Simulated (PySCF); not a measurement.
**Cr: excitation energies in def2-QZVPPD**

Wanted: the excitation energy of chromium, up a ladder of methods.

Method: unrestricted determinants in a Gaussian basis, no spin-orbit coupling in the energies. Code: PySCF 2.14.0.

### Step 1. The system

- Element: chromium (Z = 24)
- Basis: def2-QZVPPD
- Hamiltonian: no relativity, point nucleus
- State 1: Cr: [Ar] 3d4 4s2, high-spin 5D determinant (an excited configuration)
- State 2: Cr: [Ar] 3d4 4s1 5s1, high-spin 7D determinant (an excited configuration)
- Needed too, but not shown: Cr [Ar] 3d5 4s1 (7S)
- Methods: CCSD(T)
- Core shells frozen in the correlated runs: valence: [Ar] (for Cr)

The outer shells:

Cr [Ar] 3d4 4s2
```
[Ar] core
3d [↑ ][↑ ][↑ ][↑ ][  ]
4s [↑↓]
```

Cr [Ar] 3d4 4s1 5s1
```
[Ar] core
3d [↑ ][↑ ][↑ ][↑ ][  ]
4s [↑ ]
5s [↑ ]
```

The runs were made by one driver on top of PySCF. The scripts below sum up each run's settings (the driver also hands on starting orbitals that pick excited configurations, and frozen orbitals as a list rather than a count), and the logs come from the driver's own runs. The driver starts from symmetry-adapted Hartree-Fock orbitals, holds the occupation by maximum overlap and uses a logarithmic radial grid for functionals, so a plain start would take other cycles.

The integrals over 93 functions and the set-up took 1 s of CPU time.

### Step 2. Cr [Ar] 3d4 4s2: CCSD(T) (valence)

#### CCSD(T) (valence)

input.py

```python
from pyscf import gto, scf, dft, mp, cc
import basis_set_exchange as bse
mol = gto.M(atom="Cr 0 0 0", charge=0, spin=4, symmetry="D2h",
            basis=gto.basis.parse(bse.get_basis("def2-QZVPPD", elements=["Cr"], fmt="nwchem")))
mf = scf.UHF(mol)
mf.irrep_nelec = {'Ag': (5, 4), 'B1g': (1, 0), 'B2g': (1, 0), 'B3g': (1, 0), 'B1u': (2, 2), 'B2u': (2, 2), 'B3u': (2, 2)}
mf.kernel()
mycc = cc.CCSD(mf, frozen=9).run()
mycc.ccsd_t()
```

### Step 3. Cr [Ar] 3d4 4s1 5s1, at CCSD(T) (valence)

#### CCSD(T) (valence)

input.py

```python
from pyscf import gto, scf, dft, mp, cc
import basis_set_exchange as bse
mol = gto.M(atom="Cr 0 0 0", charge=0, spin=6, symmetry="D2h",
            basis=gto.basis.parse(bse.get_basis("def2-QZVPPD", elements=["Cr"], fmt="nwchem")))
mf = scf.UHF(mol)
mf.irrep_nelec = {'Ag': (6, 3), 'B1g': (1, 0), 'B2g': (1, 0), 'B3g': (1, 0), 'B1u': (2, 2), 'B2u': (2, 2), 'B3u': (2, 2)}
mf.kernel()
mycc = cc.CCSD(mf, frozen=9).run()
mycc.ccsd_t()
```

Before running it: what results should come out?

The runs gave:

| quantity | value |
| --- | --- |
| excitation energy, Cr → [Ar] 3d4 4s2 | UHF 1.058, CCSD(T) (valence) 0.983 eV; reference 1.003 |
| excitation energy, Cr → [Ar] 3d4 4s1 5s1 | UHF 5.004, CCSD(T) (valence) 5.959 eV |

Each level's miss (mean over 1 difference):

```tsv
method	mean absolute miss against the measured value (with the measured fine structure taken into account where it is known) (eV)
UHF	0.055
MP2 (valence)	0.238
SCS-MP2 (valence)	0.717
CCSD (valence)	0.005
CCSD(T) (valence)	0.020
```

**Reading.** Against experiment CCSD (valence) comes closest (off by 0.00 eV), level with CCSD(T) (valence) and SCS-MP2 (valence) is farthest (0.72 eV). The basis is finite, and no extrapolation was made.
